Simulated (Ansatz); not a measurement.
**GaH5O2SSi: one species, many methods**

The task here is to estimate one member of a computed series from the others.

Method: functionals in def2-TZVPP, the program's frozen cores in correlated methods; program: Ansatz 0.2.0, Gaussian basis.

Levels to be run: PBE-D4, r2SCAN-D4, PBE0-D4, B3LYP-D4, ωB97X-V, ωB97M-V, B2PLYP; CCSD(T)/def2-TZVPP; MP2/def2-QZVPP; extrapolation to the limit.

## Structure used throughout

An earlier PBE0-D4 in a triple-zeta def2 set relaxation fixed the geometry.

10 atoms, charge 0, spin multiplicity 1.

Atoms are counted from 1 here; the program's logs count them from 0.

Bond lengths: O1–Ga2 1.773 Å, O1–H6 0.961 Å, Ga2–S3 2.177 Å, Ga2–O4 1.774 Å, S3–H7 1.345 Å, O4–Si5 1.634 Å, Si5–H8 1.491 Å, Si5–H9 1.487 Å, Si5–H10 1.487 Å. Angles: Ga2–O1–H6 112.7°, O1–Ga2–S3 121.1°, O1–Ga2–O4 117.1°, S3–Ga2–O4 121.8°, Ga2–S3–H7 91.9°, Ga2–O4–Si5 138.0°, O4–Si5–H8 111.0°, O4–Si5–H9 109.7°, O4–Si5–H10 109.7°, H8–Si5–H9 108.7°, H8–Si5–H10 108.7°, H9–Si5–H10 109.0°.

Set-up of the first run:

The input, in.yaml:

```yaml
crystal:
  periodic: [false, false, false]
  atoms:
    - {symbol: O, position_ang: [-2.311943, -1.444353, 0.343726]}
    - {symbol: Ga, position_ang: [-0.641863, -0.850588, 0.394244]}
    - {symbol: S, position_ang: [0.896400, -1.917548, 1.505113]}
    - {symbol: O, position_ang: [-0.286912, 0.642038, -0.495589]}
    - {symbol: Si, position_ang: [1.001731, 1.601106, -0.793864]}
    - {symbol: H, position_ang: [-2.889478, -0.882710, -0.179564]}
    - {symbol: H, position_ang: [0.021436, -2.861610, 1.895252]}
    - {symbol: H, position_ang: [2.223192, 1.080756, -0.115190]}
    - {symbol: H, position_ang: [0.729466, 2.975560, -0.296988]}
    - {symbol: H, position_ang: [1.257970, 1.657350, -2.257141]}
basis:
  gaussian: {orbitals: def2-TZVPP}
hamiltonian: {xc: pbe, dispersion: d4}
output: {forces: true, orbitals: {seedname: orbitals}}
```

Command:

```
$ ansatz run in.yaml --threads 2 --pin off --events-out ev --progress --plain --max-ram 22528MiB --backend cpu
```

Steps of the session up to this table: PBE-D4 (GGA); r2SCAN-D4 (meta-GGA); PBE0-D4 (hybrid); B3LYP-D4 (hybrid); ωB97X-V (range-separated); ωB97M-V (range-separated); B2PLYP (double hybrid); CCSD(T) in def2-TZVPP; MP2 in def2-QZVPP.

One of the session's tables, all rows but one given; the rest of the session is left out.

| method | atomisation energy (eV) |
| --- | --- |
| PBE-D4 | 34.295 |
| r2SCAN-D4 | 34.360 |
| PBE0-D4 | ? |
| B3LYP-D4 | 33.882 |
| ωB97X-V | 34.479 |
| ωB97M-V | 34.266 |
| B2PLYP | 33.761 |
| HF/def2-TZVPP | 24.292 |
| MP2/def2-TZVPP | 34.336 |
| CCSD/def2-TZVPP | 33.030 |
| CCSD(T)/def2-TZVPP | 33.588 |
| MP2/CBS | 35.290 |
| CCSD(T)/CBS | 34.542 |

**Question.** Estimate the row for PBE0-D4.

**Answer.** atomisation energy (eV): 33.686. In the column «atomisation energy (eV)» it lies between CCSD(T)/def2-TZVPP (33.588) and B2PLYP (33.761).
